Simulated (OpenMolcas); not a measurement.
**One shape, several levels: TiH4O4 (SMILES O[Ti](O)(O)O)**

Aim: a comparison of 6 runs (HF/def2-SVP, B3LYP/6-31G*, M06-2X/def2-SVP, M06-L/def2-SVP, PBE/def2-SVP, MP2/def2-SVP) of TiH4O4. 

Program for the calculation: OpenMolcas 26.06.

1 further run of the same task is left out (it didn't finish).

## 1. Starting point

The species is TiH4O4 (9 atoms), meant as a singlet with charge 0. SMILES: `O[Ti](O)(O)O`. One bond was lengthened or shortened from a relaxed shape.

Bond lengths: O1–Ti2 2.702 Å, Ti2–O3 1.801 Å, Ti2–O4 1.801 Å, Ti2–O5 1.801 Å, O1–H6 0.958 Å, O3–H7 0.958 Å, O4–H8 0.958 Å, O5–H9 0.958 Å. Angles: O1–Ti2–O3 108.5°, O1–Ti2–O4 109.9°, O1–Ti2–O5 110.0°, O3–Ti2–O4 110.0°, O3–Ti2–O5 109.9°, O4–Ti2–O5 108.5°, Ti2–O1–H6 129.5°, Ti2–O3–H7 129.5°, Ti2–O4–H8 129.5°, Ti2–O5–H9 129.6°.

## 2. The energy at HF/def2-SVP (run 1)

test.inp

```
&GATEWAY
BasLib=$CurrDir
Coord
9
angstrom
O       -0.187912       1.902563      -1.909093
Ti       0.000070       0.000090      -0.000050
O        1.651710      -0.715310      -0.066120
O       -1.235630      -1.279200      -0.283830
O       -0.290490       0.726280       1.622320
H       -0.876132       2.048123      -2.559273
H        2.270980      -0.885970       0.644480
H       -1.123140      -2.176250      -0.600550
H       -0.334770       1.648010       1.879390
Basis=def2-SVP
Group=NoSym
&SEWARD
&SCF
Thresholds=1e-10 1e-07 1e-07 1e-05
PrOrbitals=1 1
```

The basis set def2-SVP is read from a file made from the Basis Set Exchange's data (not shown).

Command:

```sh
export MOLCAS_MEM=1860
pymolcas test.inp > test.log
```

Standard output:

```text
--- Start Module: gateway ---
[...]
--- Stop Module: gateway /rc=_RC_ALL_IS_WELL_ ---
--- Start Module: seward ---
[...]
      Basis functions          107
--- Stop Module: seward /rc=_RC_ALL_IS_WELL_ ---
[...]
--- Start Module: scf ---
[...]
       Convergence after  20 Iterations
[...]
::    Total SCF energy                              -1149.8848841946
[...]
      Total spin, S                                     0.0000000000
[...]
      Total electronic charge=   58.000000
      Total            charge=   -0.000000
[...]
      Dipole Moment (debye):
      Origin of the operator (angstrom)=   -0.0091    0.0930   -0.0934
                   X=  7.2618E-01               Y= -3.4662E+00               Z=  3.7204E+00           Total=  5.1365E+00
      Quadrupole Moment (debye*angstrom):
[...]
--- Stop Module: scf /rc=_RC_ALL_IS_WELL_ ---
[...]
```

Run time: 14 s. Hardware: 1 thread of Arm Neoverse V1, shared host; peak memory 0.62 GiB.

## 3. A single-point energy at B3LYP/6-31G(d) (spherical functions) (run 2)

job.inp

```
* H4O4Ti Kohn-Sham DFT
&GATEWAY
BasLib
$CurrDir
Coord
9
angstrom
O       -0.187912       1.902563      -1.909093
Ti       0.000070       0.000090      -0.000050
O        1.651710      -0.715310      -0.066120
O       -1.235630      -1.279200      -0.283830
O       -0.290490       0.726280       1.622320
H       -0.876132       2.048123      -2.559273
H        2.270980      -0.885970       0.644480
H       -1.123140      -2.176250      -0.600550
H       -0.334770       1.648010       1.879390
Basis
6-31Gs
Group
NoSym
&SEWARD
GridInput
Grid=UltraFine
End of Grid
&SCF
KSDFT
B3LYP
Thresholds
1e-10 1e-07 1e-07 1e-05
PrOrbitals
0
```

The basis set 6-31G* is read from a file made from the Basis Set Exchange's data (not shown).

Command:

```sh
export MOLCAS_MEM=1860
pymolcas job.inp > job.log
```

Standard output:

```text
--- Start Module: gateway ---
[...]
--- Stop Module: gateway /rc=_RC_ALL_IS_WELL_ ---
--- Start Module: seward ---
[...]
      Basis functions           98
--- Stop Module: seward /rc=_RC_ALL_IS_WELL_ ---
[...]
--- Start Module: scf ---
[...]
       Convergence after  25 Iterations
[...]
::    Total KS-DFT energy                           -1152.7976676153
[...]
      Total spin, S                                     0.0000000000
[...]
      Total electronic charge=   58.000000
      Total            charge=   -0.000000
[...]
      Dipole Moment (debye):
      Origin of the operator (angstrom)=   -0.0091    0.0930   -0.0934
                   X=  6.0007E-01               Y= -2.5858E+00               Z=  2.7998E+00           Total=  3.8582E+00
      Quadrupole Moment (debye*angstrom):
[...]
--- Stop Module: scf /rc=_RC_ALL_IS_WELL_ ---
[...]
```

Wall time 48 s (1 thread of Arm Neoverse V1, shared host); peak memory 0.55 GiB.

Runs 3 to 5 aren't shown in full; the table further down has their settings and results.

## 4. A single-point energy at MP2/def2-SVP (run 6)

input.xyz

```xyz
9

O     -0.187912     1.902563    -1.909093
Ti     0.000070     0.000090    -0.000050
O      1.651710    -0.715310    -0.066120
O     -1.235630    -1.279200    -0.283830
O     -0.290490     0.726280     1.622320
H     -0.876132     2.048123    -2.559273
H      2.270980    -0.885970     0.644480
H     -1.123140    -2.176250    -0.600550
H     -0.334770     1.648010     1.879390
```

test.input

```
* H4O4Ti MP2

&GATEWAY
  BASLIB = $CurrDir
  COORD = input.xyz
  BASIS = def2-SVP
  GROUP = NoSym

&SEWARD

&SCF
  THRESHOLDS = 1e-10 1e-07 1e-07 1e-05
  PRORBITALS = 0

&MBPT2
  FROZEN = 9
```

The basis set def2-SVP is read from a file made from the Basis Set Exchange's data (not shown).

Command:

```sh
export MOLCAS_MEM=1860
pymolcas test.input > test.log
```

Standard output:

```text
--- Start Module: gateway ---
[...]
--- Stop Module: gateway /rc=_RC_ALL_IS_WELL_ ---
[...]
      Basis functions          107
[...]
--- Start Module: scf ---
[...]
       Convergence after  20 Iterations
[...]
::    Total SCF energy                              -1149.8848841946
[...]
      Total spin, S                                     0.0000000000
[...]
      Total electronic charge=   58.000000
      Total            charge=   -0.000000
[...]
      Dipole Moment (debye):
      Origin of the operator (angstrom)=   -0.0091    0.0930   -0.0934
                   X=  7.2618E-01               Y= -3.4662E+00               Z=  3.7204E+00           Total=  5.1365E+00
      Quadrupole Moment (debye*angstrom):
[...]
--- Stop Module: scf /rc=_RC_ALL_IS_WELL_ ---
[...]
--- Start Module: mbpt2 ---
[...]
WARNING!
Default frozen orbitals as non valence orbitals is overwritten by user input.
Default values:  10
[...]
       Reference weight ( Cref**2 )         =        0.74923
::    Total MBPT2 energy                            -1150.9723255950
[...]
      Total MBPT2 calculations                           0.69      0.77
--- Stop Module: mbpt2 /rc=_RC_ALL_IS_WELL_ ---
[...]
```

It took 15 s on 1 thread of Arm Neoverse V1, shared host; peak memory 0.62 GiB.

## 5. The series

| run | level | integration grid | frozen core orbitals | energy (Eh) | dipole moment (D) of the reference | HOMO energy (eV) | LUMO energy (eV) | wall time |
| --- | --- | --- | --- | --- | --- | --- | --- | --- |
| 1 | HF/def2-SVP | – | – | -1149.884884 | 5.14 | -9.54 | 0.67 | 14 s |
| 2 | B3LYP/6-31G* (spherical functions) | UltraFine | – | -1152.797668 | 3.86 | -5.56 | -2.70 | 48 s |
| 3 | M06-2X/def2-SVP | UltraFine | – | -1152.331974 | 4.38 | -7.42 | -1.72 | 59 s |
| 4 | M06-L/def2-SVP | UltraFine | – | -1152.486575 | 3.52 | -4.62 | -3.25 | 63 s |
| 5 | PBE/def2-SVP | UltraFine | – | -1152.016195 | 3.37 | -4.27 | -3.04 | 66 s |
| 6 | MP2/def2-SVP | – | 9 | -1150.972326 | 5.14 | -9.54 | 0.67 | 15 s |

## 6. Summary of results

| quantity | value |
| --- | --- |
| run 6: total energy | -1150.97233 Eh |
| run 6: dipole moment (mean-field density) | 5.14 D |
| run 6: HOMO energy (Hartree–Fock orbitals) | -9.54 eV |
| run 6: LUMO energy (Hartree–Fock orbitals) | 0.67 eV |
| run 6: HOMO–LUMO gap (Hartree–Fock orbitals) | 10.21 eV |
| run 6: correlation energy (9 core orbitals frozen) | -1087.4 mEh |

Over runs 1, 2, 3, 4, 5 the dipole moment (its size) runs from 3.37 D (PBE/def2-SVP) to 5.14 D (HF/def2-SVP). Over runs 1, 2, 3, 4, 5 the HOMO–LUMO gap runs from 1.23 eV (PBE/def2-SVP) to 10.21 eV (HF/def2-SVP). Exact exchange widens orbital gaps. Totals of different functionals can't be ranked against each other. All runs together took 4.4 min, the longest 66 s.
